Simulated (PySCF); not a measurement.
# CH₇FGeSi: NMR shifts at several levels of theory

How much do the NMR shifts of CH₇FGeSi (`C[Si@H](F)[GeH3]`) depend on the level of theory, and what does each level cost?

The runs use PySCF 2.14.0, with density-fitted response routines of our own; the level of theory stands in each step. All values are computed, except where a source is named. Atoms are numbered from 0 throughout.

## (1) Starting geometry

11 atoms, charge 0, multiplicity 1; geometry from: GFN2-xTB.

Bonds of the start (Å): C0–Si1 1.89, Si1–F2 1.62, Si1–Ge3 2.33, C0–H4 1.09, C0–H5 1.09, C0–H6 1.09, Si1–H7 1.46, Ge3–H8 1.50, Ge3–H9 1.50, Ge3–H10 1.50.

## (2) Relaxing the molecule at PBE0-D3(BJ)/def2-SVP

The job: settings as JSON, then the geometry in Å.

```
{"job": {"xc": "PBE0", "basis": "def2-SVP", "d3": "d3bj", "grid": 1, "kind": "geom"}, "charge": 0, "multiplicity": 1}
C     -1.741020    -0.275753    -0.164763
Si    -0.231914     0.778855     0.276547
F     -0.213986     2.019755    -0.759515
Ge     1.774684    -0.376302     0.002130
H     -2.657289     0.305658    -0.122557
H     -1.652753    -0.679227    -1.171079
H     -1.845575    -1.113937     0.518038
H     -0.369479     1.438275     1.571566
H      1.702705    -1.576396    -0.895085
H      2.912273     0.418398    -0.558534
H      2.327778    -0.936656     1.277290
```

Output:

```text
step   0  E = -2507.72434148  max force = 0.018781
step   1  E = -2507.73004742  max force = 0.005658
step   2  E = -2507.73075340  max force = 0.002101
step   3  E = -2507.73080595  max force = 0.000545
step   4  E = -2507.73083191  max force = 0.000844
step   5  E = -2507.73088679  max force = 0.002023
step   6  E = -2507.73098032  max force = 0.002932
step   7  E = -2507.73111885  max force = 0.003472
step   8  E = -2507.73125862  max force = 0.002751
step   9  E = -2507.73137343  max force = 0.000717
step  10  E = -2507.73140331  max force = 0.001021
step  11  E = -2507.73142390  max force = 0.000661
step  12  E = -2507.73143737  max force = 0.000333
optimisation converged
```

Run time: 46 s. Hardware: 1 thread, shared host.

Along the way:

```
step  energy from step 0 (eV)  largest force component (eV/Å)
   0                   0.0000                          0.9658
   1                  -0.1553                          0.2909
   2                  -0.1745                          0.1080
   3                  -0.1759                          0.0280
   4                  -0.1766                          0.0434
   5                  -0.1781                          0.1040
   6                  -0.1807                          0.1508
   7                  -0.1844                          0.1785
   8                  -0.1882                          0.1415
   9                  -0.1913                          0.0369
  10                  -0.1922                          0.0525
  11                  -0.1927                          0.0340
  12                  -0.1931                          0.0171
```

Distances of close pairs at the start and the end, largest changes first:

```
   bond  before (Å)  after (Å)  change (Å)
Si1–Ge3       2.332      2.379      +0.047
Ge3–H10       1.499      1.543      +0.044
 Ge3–H9       1.497      1.539      +0.043
 Ge3–H8       1.500      1.541      +0.041
 Si1–H7       1.460      1.494      +0.034
 C0–Si1       1.893      1.865      -0.028
 Si1–F2       1.617      1.636      +0.019
  C0–H6       1.086      1.102      +0.016
```

The final coordinates are the input of the step that follows.

```
                         at the end point                value
  point group (found at 0.08 Å tolerance)                   C1
rotational constants (GHz, main isotopes)  5.572, 1.729, 1.440
                        dipole moment (D)                 1.73
```

## (3) Nuclear shieldings: PBE0/cc-pVTZ

The job: settings as JSON, then the geometry in Å.

```
{"job": {"kind": "nmr", "xc": "PBE0", "basis": "cc-pVTZ", "pop": true}, "charge": 0, "multiplicity": 1}
C     -1.660529    -0.377992     0.074909
Si    -0.175357     0.749105     0.136097
F     -0.316333     1.863817    -1.052527
Ge     1.858090    -0.432857    -0.221076
H     -2.591489     0.201366     0.176224
H     -1.700536    -0.934092    -0.873889
H     -1.617224    -1.106357     0.900391
H     -0.131750     1.494302     1.430343
H      1.831979    -1.153623    -1.582741
H      3.076592     0.507191    -0.192943
H      2.047896    -1.499076     0.877362
```

Method: GIAO PBE0/cc-pVTZ NMR shielding, non-relativistic, gas phase.

Output:

```text
coarse grid: 41616 points
cycle   1  E = -2508.2181062522  dE = -5.827e-01  |g| = 7.023e-01  |ddm| = 5.812e+00
cycle   2  E = -2508.1350349102  dE =  8.307e-02  |g| = 1.021e+00  |ddm| = 1.847e+00
cycle   3  E = -2508.2919686575  dE = -1.569e-01  |g| = 1.216e-01  |ddm| = 1.101e+00
cycle   4  E = -2508.2939750558  dE = -2.006e-03  |g| = 2.639e-02  |ddm| = 1.612e-01
cycle   5  E = -2508.2941055035  dE = -1.304e-04  |g| = 7.088e-03  |ddm| = 4.852e-02
cycle   6  E = -2508.2941191613  dE = -1.366e-05  |g| = 1.268e-03  |ddm| = 1.376e-02
cycle   7  E = -2508.2941194833  dE = -3.220e-07  |g| = 3.215e-04  |ddm| = 2.218e-03
final grid: 85384 points
cycle   8  E = -2508.2941043324  dE = -1.310e-07  |g| = 3.574e-04  |ddm| = 3.266e-03
cycle   9  E = -2508.2941043313  dE =  1.058e-09  |g| = 3.906e-04  |ddm| = 8.682e-04
cycle  10  E = -2508.2941043533  dE = -2.194e-08  |g| = 1.906e-05  |ddm| = 4.245e-04
cycle  11  E = -2508.2941043533  dE = -4.957e-11  |g| = 1.165e-05  |ddm| = 3.974e-05
converged SCF energy = -2508.2941043533

GIAO shielding tensors (ppm)
atom      isotropic    diamagn.    paramagn.     s11        s22        s33       span
  0 C      185.565     244.936     -59.371    170.570    191.145    194.979     24.409
  1 Si     329.180     884.205    -555.025    258.838    321.075    407.628    148.790
  2 F      384.768     465.546     -80.778    357.602    379.724    416.979     59.377
  3 Ge    1750.577    2756.361   -1005.784   1739.306   1751.683   1760.742     21.436
  4 H       30.377      28.650       1.728     26.392     27.395     37.345     10.954
  5 H       30.522      30.014       0.508     26.579     29.189     35.797      9.217
  6 H       31.209      29.620       1.588     27.083     29.004     37.540     10.457
  7 H       25.467      29.009      -3.542     23.123     23.816     29.462      6.338
  8 H       27.760      29.064      -1.304     21.869     22.921     38.490     16.620
  9 H       27.657      28.380      -0.723     21.747     22.279     38.945     17.198
 10 H       27.957      28.985      -1.027     22.032     22.934     38.906     16.874
```

It took 28 s on 1 thread, shared host.

The references, computed at this level on geometries of the same kind, shield at (ppm): 1H TMS 31.29, 13C TMS 187.3, 29Si TMS 360.0, 19F CFCl3 182.6, 73Ge GeMe4 1415. Their shielding less the atom's gives the shift. The references are single molecules in the gas phase, so shifts against H2O, NH3, PH3, H3PO4 or CFCl3 are not on the usual liquid scales and can be off by tens of ppm. Atoms listed in one row are averaged.

```
      atoms                               environment  σ (ppm)  δ (ppm)
         C0                methyl carbon bonded to Si    185.6      1.7
         H7  hydrogen on a silicon bonded to C, F, Ge    25.47     5.82
H8, H9, H10      hydrogen on a germanium bonded to Si    27.79     3.50
 H4, H5, H6  hydrogen on a methyl carbon bonded to Si    30.70     0.59
        Si1             silicon bonded to C, F, Ge, H    329.2     30.8
         F2                     fluorine bonded to Si    384.8   -202.2
        Ge3               germanium bonded to Si, 3 H     1751     -335
```

The run also stored atomic charges by several schemes (e):

```
atoms  Mulliken    IAO  Hirshfeld  ESP fit
   C0     -0.40  -0.75      -0.21    -0.62
  Si1      0.48   1.00       0.35     0.66
   F2     -0.30  -0.54      -0.21    -0.30
  Ge3      0.12   0.13       0.19    -0.07
```

Mayer bond orders: C0–Si1 1.01, Si1–F2 1.11, Si1–Ge3 0.94.

## (4) Shielding tensors: PBE0/aug-cc-pVDZ

Same as in step 3 but for these lines:

```diff
@@ -1,2 +1,2 @@
-{"job": {"kind": "nmr", "xc": "PBE0", "basis": "cc-pVTZ", "pop": true}, "charge": 0, "multiplicity": 1}
+{"job": {"kind": "nmr", "xc": "PBE0", "basis": "aug-cc-pVDZ", "pop": true}, "charge": 0, "multiplicity": 1}
 C     -1.660529    -0.377992     0.074909
```

Method: GIAO PBE0/aug-cc-pVDZ NMR shielding, non-relativistic, gas phase.

Output:

```text
coarse grid: 41616 points
cycle   1  E = -2508.1085502421  dE = -5.529e-01  |g| = 5.556e-01  |ddm| = 6.469e+00
cycle   2  E = -2508.0385178233  dE =  7.003e-02  |g| = 8.562e-01  |ddm| = 1.995e+00
cycle   3  E = -2508.1672016796  dE = -1.287e-01  |g| = 7.942e-02  |ddm| = 1.097e+00
cycle   4  E = -2508.1683620731  dE = -1.160e-03  |g| = 2.536e-02  |ddm| = 1.765e-01
cycle   5  E = -2508.1685273859  dE = -1.653e-04  |g| = 4.067e-03  |ddm| = 5.349e-02
cycle   6  E = -2508.1685318295  dE = -4.444e-06  |g| = 7.578e-04  |ddm| = 1.169e-02
final grid: 85384 points
cycle   7  E = -2508.1685557770  dE = -1.366e-07  |g| = 6.828e-04  |ddm| = 8.902e-03
cycle   8  E = -2508.1685558087  dE = -3.173e-08  |g| = 6.241e-04  |ddm| = 3.795e-03
cycle   9  E = -2508.1685559385  dE = -1.298e-07  |g| = 7.212e-05  |ddm| = 1.741e-03
cycle  10  E = -2508.1685559394  dE = -9.368e-10  |g| = 8.371e-06  |ddm| = 1.027e-04
converged SCF energy = -2508.1685559394

GIAO shielding tensors (ppm)
atom      isotropic    diamagn.    paramagn.     s11        s22        s33       span
  0 C      193.782     196.079      -2.297    179.636    199.548    202.161     22.525
  1 Si     381.792     875.792    -494.000    313.418    374.033    457.924    144.506
  2 F      399.752     475.913     -76.160    363.983    400.581    434.694     70.711
  3 Ge    1840.957    2760.471    -919.514   1823.140   1838.254   1861.477     38.337
  4 H       30.387      31.041      -0.654     26.412     27.411     37.338     10.926
  5 H       30.553      26.713       3.840     26.658     29.175     35.827      9.169
  6 H       31.229      28.175       3.055     27.072     29.038     37.578     10.505
  7 H       25.424      24.284       1.139     22.856     23.725     29.690      6.834
  8 H       27.685      27.803      -0.118     21.745     22.815     38.495     16.750
  9 H       27.586      26.925       0.662     21.645     22.190     38.924     17.279
 10 H       27.904      27.847       0.057     21.912     22.850     38.948     17.036
```

Wall time 17 s (1 thread, shared host).

In short: δ C0 1.3, Si1 34.9, F2 -205.6, Ge3 -327, H7 5.97, H8 3.67 ppm (means over like atoms).

## (5) Shielding tensors: PBE0/pcSseg-0

Same as in step 4 but for these lines:

```diff
@@ -1,2 +1,2 @@
-{"job": {"kind": "nmr", "xc": "PBE0", "basis": "aug-cc-pVDZ", "pop": true}, "charge": 0, "multiplicity": 1}
+{"job": {"kind": "nmr", "xc": "PBE0", "basis": "pcSseg-0", "pop": true}, "charge": 0, "multiplicity": 1}
 C     -1.660529    -0.377992     0.074909
```

Level: GIAO PBE0/pcSseg-0 NMR shielding, non-relativistic, gas phase.

Output:

```text
coarse grid: 41616 points
cycle   1  E = -2505.0497139059  dE = -1.082e+00  |g| = 5.684e-01  |ddm| = 3.065e+00
cycle   2  E = -2504.9909947759  dE =  5.872e-02  |g| = 8.420e-01  |ddm| = 1.716e+00
cycle   3  E = -2505.1084380527  dE = -1.174e-01  |g| = 7.072e-02  |ddm| = 1.091e+00
cycle   4  E = -2505.1093583280  dE = -9.203e-04  |g| = 2.600e-02  |ddm| = 1.080e-01
cycle   5  E = -2505.1095205610  dE = -1.622e-04  |g| = 4.366e-03  |ddm| = 3.018e-02
cycle   6  E = -2505.1095260105  dE = -5.449e-06  |g| = 7.155e-04  |ddm| = 7.709e-03
final grid: 85384 points
cycle   7  E = -2505.1094785506  dE = -8.668e-08  |g| = 6.938e-04  |ddm| = 2.362e-03
cycle   8  E = -2505.1094785314  dE =  1.923e-08  |g| = 8.410e-04  |ddm| = 1.947e-03
cycle   9  E = -2505.1094786686  dE = -1.372e-07  |g| = 1.075e-04  |ddm| = 1.007e-03
cycle  10  E = -2505.1094786713  dE = -2.703e-09  |g| = 6.917e-06  |ddm| = 1.659e-04
cycle  11  E = -2505.1094786713  dE = -1.000e-11  |g| = 3.959e-06  |ddm| = 1.330e-05
converged SCF energy = -2505.1094786713

GIAO shielding tensors (ppm)
atom      isotropic    diamagn.    paramagn.     s11        s22        s33       span
  0 C      191.442     261.378     -69.935    175.315    197.993    201.019     25.703
  1 Si     323.389     876.116    -552.727    234.986    304.115    431.066    196.080
  2 F      442.368     470.892     -28.524    324.458    466.778    535.869    211.411
  3 Ge    1905.203    2750.812    -845.609   1886.775   1899.543   1929.290     42.514
  4 H       32.011      30.800       1.211     27.439     29.030     39.563     12.125
  5 H       32.091      31.500       0.591     27.807     30.598     37.869     10.062
  6 H       32.878      31.453       1.425     28.290     30.519     39.826     11.536
  7 H       26.677      28.570      -1.893     23.491     24.308     32.233      8.741
  8 H       29.061      29.069      -0.009     22.927     24.469     39.786     16.858
  9 H       29.117      28.859       0.257     22.878     23.995     40.477     17.599
 10 H       29.253      29.050       0.203     22.871     24.592     40.295     17.424
```

Wall time 5.1 s (1 thread, shared host).

Key values: δ C0 2.1, Si1 25.1, F2 -264.0, Ge3 -357, H7 6.15, H8 3.69 ppm (means over like atoms).

## (6) Comparing the runs: NMR shifts

Shifts (ppm), means over like atoms, with basis size and wall time:

```
             run   C0    H7    H8    H4   Si1      F2   Ge3  functions   time
    PBE0/cc-pVTZ  1.7  5.82  3.50  0.59  30.8  -202.2  -335        235   28 s
PBE0/aug-cc-pVDZ  1.3  5.97  3.67  0.67  34.9  -205.6  -327        172   17 s
   PBE0/pcSseg-0  2.1  6.15  3.69  0.51  25.1  -264.0  -357         70  5.1 s
```

## (7) What came out

| quantity | value |
| --- | --- |
| point group | C1 |
| rotational constants (main isotopes) | 5.57, 1.73, 1.44 GHz |
| 13C shifts against TMS (PBE0/cc-pVTZ) | 1.7 ppm |
| 1H shifts against TMS (PBE0/cc-pVTZ, means over atoms taken as alike) | 5.82, 3.50, 0.59 ppm |
| 29Si shifts against TMS (PBE0/cc-pVTZ) | 30.8 ppm |
| 19F shifts against CFCl3 (PBE0/cc-pVTZ) | -202.2 ppm |
| 73Ge shifts against GeMe4 (PBE0/cc-pVTZ) | -335 ppm |
| range of the shift of F2 | -264.0 to -202.2 ppm |

In words: Single values in the summary come from the first run of each kind that ended normally (PBE0/cc-pVTZ), which need not be the best level. The optimisation took 12 steps and gained 0.193 eV; among the close pairs (by a distance rule), Si1–Ge3 changed most, from 2.332 to 2.379 Å. At PBE0/cc-pVTZ: Shielding is most anisotropic at Si1 (span 149 ppm, paramagnetic term -555 ppm). Across the 3 runs the shift of F2 moves most, between -264.0 (PBE0/pcSseg-0) and -202.2 ppm (PBE0/cc-pVTZ). Spin-orbit coupling is left out, which matters for shieldings and couplings at and beside the heavy atoms.
